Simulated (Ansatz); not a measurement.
**CHNOZn: one species, many methods**

How much do the methods differ for CHNOZn? The plan is to run it at one geometry with functionals of several rungs and with coupled cluster. The yardstick is the atomisation energy at the CCSD(T) limit.

Program: Ansatz 0.2.0, Gaussian basis. Level of theory: functionals in def2-TZVPP, the program's frozen cores in correlated methods. These are calculated values, not measurements.

Levels to be run: LDA (SPW92), PBE-D4, revPBE-D4, BLYP-D4, r2SCAN-D4, B97M-V, PBE0-D4, B3LYP-D4, r2SCANh-D4, r2SCAN0-D4, HSE06-D4, BHLYP-D4, CAM-B3LYP-D4, LC-ωPBE, ωB97X-V, ωB97M-V, B2PLYP, PBE-QIDH; CCSD(T)/def2-SVP; CCSD(T)/def2-TZVPP; MP2/def2-QZVPP; extrapolation to the limit; RPA on PBE.

## 1. The geometry

All runs share one geometry, relaxed beforehand with PBE0-D4 in a triple-zeta def2 set.

SMILES `C1=[N][Zn][O]1`, 5 atoms, charge 0, spin multiplicity 1.

Atoms are counted from 1 here; the program's logs count them from 0.

Bond lengths: C1–N2 1.284 Å, C1–O4 1.307 Å, C1–H5 1.104 Å, N2–Zn3 1.973 Å, Zn3–O4 2.028 Å. Angles: N2–C1–O4 127.9°, N2–C1–H5 116.6°, O4–C1–H5 115.5°, C1–N2–Zn3 81.8°, N2–Zn3–O4 71.1°, C1–O4–Zn3 79.1°.

## 2. LDA

This LDA is Slater exchange with PW92 correlation.

in.yaml

```yaml
crystal:
  periodic: [false, false, false]
  atoms:
    - {symbol: C, position_ang: [-0.175869, 0.356084, -0.171323]}
    - {symbol: N, position_ang: [0.237322, 0.411415, 1.042729]}
    - {symbol: Zn, position_ang: [0.744123, -1.455925, 0.658918]}
    - {symbol: O, position_ang: [-0.119184, -0.657843, -0.993361]}
    - {symbol: H, position_ang: [-0.636590, 1.272668, -0.578263]}
basis:
  gaussian: {orbitals: def2-TZVPP}
hamiltonian: {xc: lda}
output: {orbitals: {seedname: orbitals}}
```

Run with:

```
> ansatz run in.yaml --threads 2 --pin off --events-out ev --progress --plain --max-ram 4352MiB
```

Further steps of the session: PBE-D4 (GGA); revPBE-D4 (GGA); BLYP-D4 (GGA); r2SCAN-D4 (meta-GGA); B97M-V (meta-GGA); B3LYP-D4 (hybrid); r2SCANh-D4 (hybrid); r2SCAN0-D4 (hybrid); HSE06-D4 (hybrid); BHLYP-D4 (hybrid); CAM-B3LYP-D4 (range-separated); LC-ωPBE (range-separated); ωB97X-V (range-separated); ωB97M-V (range-separated); B2PLYP (double hybrid); PBE-QIDH (double hybrid); CCSD(T) in def2-SVP; CCSD(T) in def2-TZVPP; MP2 in def2-QZVPP; RPA on PBE orbitals.

Before running them: what should the planned runs give, taken together? Wanted: atomisation energy, CCSD(T)/CBS; farthest beyond LDA; mean size of error, GGA; mean size of error, meta-GGA; mean size of error, hybrid; mean size of error, range-separated; mean size of error, double hybrid; gap, smallest and largest; T1 diagnostic.

As calculated:

| quantity | value |
| --- | --- |
| atomisation energy, CCSD(T)/CBS | 393.5 kcal/mol |
| functionals within 2.0 kcal/mol (0.5 %) | B97M-V, LC-ωPBE, ωB97X-V, ωB97M-V |
| farthest beyond LDA | BHLYP-D4 (-36.6 kcal/mol) |
| mean size of error, GGA | 18.7 kcal/mol |
| mean size of error, meta-GGA | 4.2 kcal/mol |
| mean size of error, hybrid | 10.9 kcal/mol |
| mean size of error, range-separated | 1.2 kcal/mol |
| mean size of error, double hybrid | 3.1 kcal/mol |
| gap, smallest and largest | 1.45 eV (BLYP-D4), 7.66 eV (LC-ωPBE) |
| T1 diagnostic | 0.0275 |
| triples share of the correlation energy | 4.5 % |

LDA overbinds by 100.0 kcal/mol (25 %). PBE-D4 is off by +31.5 kcal/mol. Double hybrids carry the basis error of their MP2 part in triple zeta, and no dispersion term here, so their miss is partly the set-up's. Taken by rung, range-separated functionals do best (1.2 kcal/mol on average) and GGA ones worst beyond LDA (18.7 kcal/mol). Misses under about 2.0 kcal/mol are within the doubt on the reference itself, which lacks core-valence correlation, relativity and higher excitations. Hartree-Fock recovers 52 % of the binding; the rest is correlation. CCSD(T) in def2-SVP is off by -31.7 kcal/mol, more than most functionals: a good method in a small basis is no reference. The gap grows from 1.5 to 7.7 eV across the functionals, mostly with the share of exact exchange. T1 = 0.027 passes the customary mark of 0.02 by a little. The restricted reference is unstable towards a spin-broken one. For Zn the d shell is correlated and the shells below it are frozen.
